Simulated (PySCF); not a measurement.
**U-wB97X-V/STO-6G run of SnH2F (SMILES [F][SnH2])**

What is the vertical ionisation energy of SnH2F at U-wB97X-V/STO-6G? 

The results are computed with PySCF 2.14.0.

4 further runs of the same task are left out: 4 set aside as unsound or not needed.

## (1) Starting point

The species is SnH2F (4 atoms), meant as a doublet with charge 0. As SMILES, `[F][SnH2]`. The coordinates come from a PBE0-D4/def2-TZVP relaxation.

Bond lengths: F1–Sn2 1.932 Å, Sn2–H3 1.726 Å, Sn2–H4 1.726 Å. Angles: F1–Sn2–H3 103.3°, F1–Sn2–H4 103.3°, H3–Sn2–H4 113.3°.

## (2) A single-point energy at U-wB97X-V/STO-6G

geometry.xyz reads:

```xyz
4

F     -1.552600    -0.190000     0.640700
Sn     0.028300    -0.242200    -0.468300
H      1.184100    -1.054400     0.524100
H      0.395700     1.426200    -0.716700
```

run.py reads:

```python
from pyscf import gto, dft

system = gto.M(
    atom='geometry.xyz',
    max_memory=1860,
    verbose=4,
    spin=1,
    basis='sto-6g',
)

mf = dft.UKS(system, xc='wb97x-v')
mf.nlcgrids.level = 1
mf.grids.level = 5
mf.conv_tol = 1e-10
mf.kernel()
if not mf.converged:
    mf = mf.newton().run(mf.mo_coeff, mf.mo_occ)

etot = mf.e_tot
print('E(%s) = %.9f' % ('WB97X-V', etot))
```

Started as:

```
$ OMP_NUM_THREADS=1 python run.py
```

What it wrote:

```text
PySCF version 2.14.0

[INPUT] num. atoms = 4
[INPUT] num. electrons = 61
[INPUT] charge = 0
[INPUT] spin (= nelec alpha-beta = 2S) = 1
[INPUT] symmetry False subgroup None
[INPUT] Mole.unit = angstrom
[INPUT] Symbol           X                Y                Z      unit          X                Y                Z       unit  Magmom
[INPUT]  1 F     -1.552600000000  -0.190000000000   0.640700000000 AA   -2.933988781000  -0.359047963667   1.210747528009 Bohr   0.0
[INPUT]  2 Sn     0.028300000000  -0.242200000000  -0.468300000000 AA    0.053479249325  -0.457691667370  -0.884958744134 Bohr   0.0
[INPUT]  3 H      1.184100000000  -1.054400000000   0.524100000000 AA    2.237624704097  -1.992527225741   0.990405461885 Bohr   0.0
[INPUT]  4 H      0.395700000000   1.426200000000  -0.716700000000 AA    0.747764627490   2.695127398855  -1.354366713476 Bohr   0.0

nuclear repulsion = 157.420770927441
number of shells = 16
number of NR pGTOs = 204
number of NR cGTOs = 34
basis = sto-6g
ecp = {}

******** <class 'pyscf.dft.uks.UKS'> ********
method = UKS
initial guess = minao
damping factor = 0
level_shift factor = 0
DIIS = <class 'pyscf.scf.diis.CDIIS'>
diis_start_cycle = 1
diis_space = 8
diis_damp = 0
SCF conv_tol = 1e-10
SCF conv_tol_grad = None
SCF max_cycles = 50
direct_scf = True
direct_scf_tol = 1e-13
number electrons alpha = 31  beta = 30
XC library pyscf.dft.libxc version 7.0.0
    S. Lehtola, C. Steigemann, M. J.T. Oliveira, and M. A.L. Marques.,  SoftwareX 7, 1–5 (2018)
XC functionals = wb97x-v
    N. Mardirossian and M. Head-Gordon.,  Phys. Chem. Chem. Phys. 16, 9904-9924 (2014)
radial grids:
    Treutler-Ahlrichs [JCP 102, 346 (1995); DOI:10.1063/1.469408] (M4) radial grids

becke partition: Becke, JCP 88, 2547 (1988); DOI:10.1063/1.454033
pruning grids: <function nwchem_prune>
grids dens level: 5
symmetrized grids: False
atomic radii adjust function: <function treutler_atomic_radii_adjust>
** Following is NLC and NLC Grids **
NLC functional = wb97x-v
radial grids:
    Treutler-Ahlrichs [JCP 102, 346 (1995); DOI:10.1063/1.469408] (M4) radial grids

becke partition: Becke, JCP 88, 2547 (1988); DOI:10.1063/1.454033
pruning grids: <function nwchem_prune>
grids dens level: 1
symmetrized grids: False
atomic radii adjust function: <function treutler_atomic_radii_adjust>
small_rho_cutoff = 0
Set gradient conv threshold to 1e-05
tot grids = 137960
tot grids = 18272
init E= -6082.29269851036
[... the frontier-level lines of each cycle are left out ...]


cycle= 1 E= -6096.57236410557  delta_E= -14.3  |g|= 0.283  |ddm|= 1.66
cycle= 2 E= -6096.61429473213  delta_E= -0.0419  |g|= 0.231  |ddm|= 0.898
cycle= 3 E= -6096.65634577521  delta_E= -0.0421  |g|= 0.0312  |ddm|= 0.422
cycle= 4 E= -6096.65765838769  delta_E= -0.00131  |g|= 0.00736  |ddm|= 0.0745
cycle= 5 E= -6096.65782089675  delta_E= -0.000163  |g|= 0.00229  |ddm|= 0.0354
cycle= 6 E= -6096.65784071489  delta_E= -1.98e-05  |g|= 0.000829  |ddm|= 0.0123
cycle= 7 E= -6096.65784365275  delta_E= -2.94e-06  |g|= 0.000107  |ddm|= 0.00589
cycle= 8 E= -6096.65784369687  delta_E= -4.41e-08  |g|= 3.02e-05  |ddm|= 0.000656
cycle= 9 E= -6096.6578437004  delta_E= -3.54e-09  |g|= 9.54e-06  |ddm|= 0.000182
cycle= 10 E= -6096.65784370072  delta_E= -3.17e-10  |g|= 1.81e-06  |ddm|= 6.17e-05
cycle= 11 E= -6096.65784370073  delta_E= -1.46e-11  |g|= 4.46e-07  |ddm|= 9.94e-06
Extra cycle  E= -6096.65784370074  delta_E= -9.09e-12  |g|= 2.35e-07  |ddm|= 1.58e-06
converged SCF energy = -6096.65784370074  <S^2> = 0.75175798  2S+1 = 2.0017572
E(WB97X-V) = -6096.657843701
```

Wall time 67 s (1 thread of Arm Neoverse N1, shared host); peak memory 0.27 GiB.

## (3) The singlet cation at the same level

calc.py reads:

```python
from pyscf import gto, dft

mol = gto.M(
    atom=[
    ('F', (-1.552600, -0.190000, 0.640700)),
    ('Sn', (0.028300, -0.242200, -0.468300)),
    ('H', (1.184100, -1.054400, 0.524100)),
    ('H', (0.395700, 1.426200, -0.716700)),
],
    charge=1,
    verbose=3,
    basis='sto-6g',
    max_memory=1860,
)

mf = dft.RKS(mol)
mf.xc = 'wb97x-v'
mf.conv_tol = 1e-10
mf.nlcgrids.level = 1
mf.grids.level = 5
mf.kernel()
if not mf.converged:
    mf = mf.newton().run(mf.mo_coeff, mf.mo_occ)

e_final = mf.e_tot
print(f'total energy: {e_final:.8f} hartree')
```

Started as:

```
$ OMP_NUM_THREADS=1 python calc.py
```

What it wrote:

```text
converged SCF energy = -6096.44263983847
total energy: -6096.44263984 hartree
```

It took 62 s on 1 thread of Arm Neoverse N1, shared host; peak memory 0.26 GiB.

## (4) Outcome

Level: U-wB97X-V/STO-6G.

| quantity | value |
| --- | --- |
| doublet SnH2F: total energy | -6096.65784 Eh |
| doublet SnH2F: dipole moment | 1.14 D |
| doublet SnH2F: HOMO energy (highest over α and β) | -5.11 eV |
| doublet SnH2F: LUMO energy (lowest over α and β) | 2.61 eV |
| doublet SnH2F: ⟨S²⟩ | 0.752 |
| singlet cation: total energy | -6096.44264 Eh |
| singlet cation: HOMO energy | -15.29 eV |
| singlet cation: LUMO energy | -6.53 eV |
| singlet cation: HOMO–LUMO gap | 8.77 eV |
| vertical ionisation energy (to the singlet cation) | 5.856 eV |

**Reading.** The vertical ionisation energy comes to 5.86 eV (135 kcal/mol). Only the singlet of the ionised species was computed; a triplet could lie lower. In a minimal basis such a difference can be off by several eV, whatever the method. Mulliken charges (doublet SnH2F) run from -0.25 on F1 to +0.57 on Sn2. Relativity is left out (doublet SnH2F) although the molecule holds a heavy atom. Relativity is left out (singlet cation) although the molecule holds a heavy atom.
